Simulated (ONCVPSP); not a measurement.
**Sm: generating and testing an ONCV potential**

Do these settings give a usable potential? It is generated, then checked for transferability, scattering, ghosts and hardness.

Method: ONCVPSP 4.0.1.1 (patched build), LDA (Perdew-Wang 92), scalar-relativistic.

**1. The atom and the settings**

Typed settings, in words:

```
element                 : samarium (Sm, Z = 62)
type                    : optimised norm-conserving Vanderbilt (ONCV)
frozen core             : [Kr] 4d10
valence charge          : 16
reference configuration : 4f6 5s2 5p6 6s1 (charge +1)
partial waves           : 5s+6s: rc 2.20 bohr, ncon 4, nbas 8, qcut 4.6 1/bohr, 2 projectors; 5p: rc 2.50 bohr, ncon 3, nbas 6, qcut 6.4 1/bohr, 2 projectors, debl 1.1 Ha; d scattering state at 0.11 Ha: rc 2.55 bohr, ncon 4, nbas 7, qcut 3.3 1/bohr, 2 projectors, debl 2.5 Ha; 4f: rc 1.30 bohr, ncon 4, nbas 9, qcut 14.5 1/bohr, 1 projector
local potential         : polynomial inside 1.00 bohr (lpopt 5, dvloc0 6 Ha)
core correction         : Teter function, fcfact 1.75, rcfact 1.45
```

The outer shells as boxes (Hund's rule for the drawing; the calculation is spin-unpolarised):

```
[Kr] core
4d [↑↓][↑↓][↑↓][↑↓][↑↓]
4f [↑ ][↑ ][↑ ][↑ ][↑ ][↑ ][  ]
5s [↑↓]
5p [↑↓][↑↓][↑↓]
6s [↑ ]
```

The nodes and maxima of the atom's own shells, from an earlier all-electron run, set the scale for the radii.

All-electron outer shells of the reference configuration (LDA (PZ), scalar-relativistic, ld1.x):

| shell | level (eV) | outermost node (bohr) | outermost maximum (bohr) |
| --- | --- | --- | --- |
| 5s | -49.63 | 0.69 | 1.27 |
| 5p | -29.54 | 0.74 | 1.43 |
| 4f | -8.84 | – | 0.61 |
| 6s | -8.68 | 1.69 | 3.40 |
| 5d | -7.44 | 0.84 | 2.11 |
| 6p | -5.45 | 2.02 | 4.31 |

**2. Generating the potential**

Contents of Sm.dat:

```
# ATOM AND REFERENCE CONFIGURATION
# atsym  z   nc   nv     iexc    psfile
  Sm 62.00    9    4  -001012      upf
#
#   n    l    f
    1    0    2.00
    2    0    2.00
    2    1    6.00
    3    0    2.00
    3    1    6.00
    3    2   10.00
    4    0    2.00
    4    1    6.00
    4    2   10.00
    4    3    6.00
    5    0    2.00
    5    1    6.00
    6    0    1.00
#
# PSEUDOPOTENTIAL AND OPTIMIZATION
# lmax
    3
#
#   l,   rc,      ep,       ncon, nbas, qcut
    0    2.20    0.00    4    8    4.60
    1    2.50    0.00    3    6    6.40
    2    2.55    0.11    4    7    3.30
    3    1.30    0.00    4    9   14.50
#
# LOCAL POTENTIAL
# lloc, lpopt,  rc(5),   dvloc0
    4    5    1.00    6.00
#
# VANDERBILT-KLEINMAN-BYLANDER PROJECTORs
# l, nproj, debl
    0    2    3.20
    1    2    1.10
    2    2    2.50
    3    1    0.40
#
# MODEL CORE CHARGE
# icmod, fcfact, rcfact
    3    1.75    1.45
#
# LOG DERIVATIVE ANALYSIS
# epsh1, epsh2, depsh
   -3.00    5.00    0.02
#
# OUTPUT GRID
# rlmax, drl
    6.00    0.01
#
# TEST CONFIGURATIONS
# ncnf
    4
# nvcnf
#   n    l    f
    4
    4    3    6.00
    5    0    2.00
    5    1    6.00
    6    0    2.00
#
    4
    4    3    6.00
    5    0    2.00
    5    1    6.00
    6    0    0.00
#
    4
    4    3    5.00
    5    0    2.00
    5    1    6.00
    6    0    0.00
#
    5
    4    3    5.00
    5    0    2.00
    5    1    6.00
    6    0    1.00
    5    2    1.00
#
```

On the command line:

```
oncvpsp.x < Sm.dat > Sm.out
```

**Question.** What will these runs give? Wanted: cutoffs for 1 and 0.1 mHa per electron, occupied waves; bound ghosts; GHOST(+) flags; largest test error; largest phase difference near zero energy, channels read; rms error of d²Exc/dn², without and with the model core; projector energies reset by the program.

The runs gave:

```
                                                quantity                            value
  cutoffs for 1 and 0.1 mHa per electron, occupied waves                  82 Ha and 90 Ha
                                            bound ghosts  s at -65.10 eV, d at -284.38 eV
                                          GHOST(+) flags                       p at 88 eV
                            largest test error (AE − PS)     +44 meV, for 4f5 5s2 5p6 6s0
largest phase difference near zero energy, channels read                        0.007 rad
 rms error of d²Exc/dn², without and with the model core                8.23 and 5.47 mHa
                 projector energies reset by the program               d: 0.050, 2.550 Ha
```

In words: A bound ghost (s, d) makes it unfit for use: electrons can fall into a state that the atom doesn't have. By total energies transferability is fair: the largest error is 44 meV on 35.4 eV, for 4f5 5s2 5p6 6s0. By its cutoff, 82 Ha for the looser tolerance, it is very hard. At the looser tolerance the 4f wave is the slowest; 5s needs 8 Ha. Near zero energy the phases of the channels with partial waves agree within 0.007 rad. The pseudo curves have a pole with no partner nearby in the atom's: s at -2.38 Ha. The program also flags highly localised states, GHOST(+) (p). All of this concerns the isolated atom, not yet a solid.
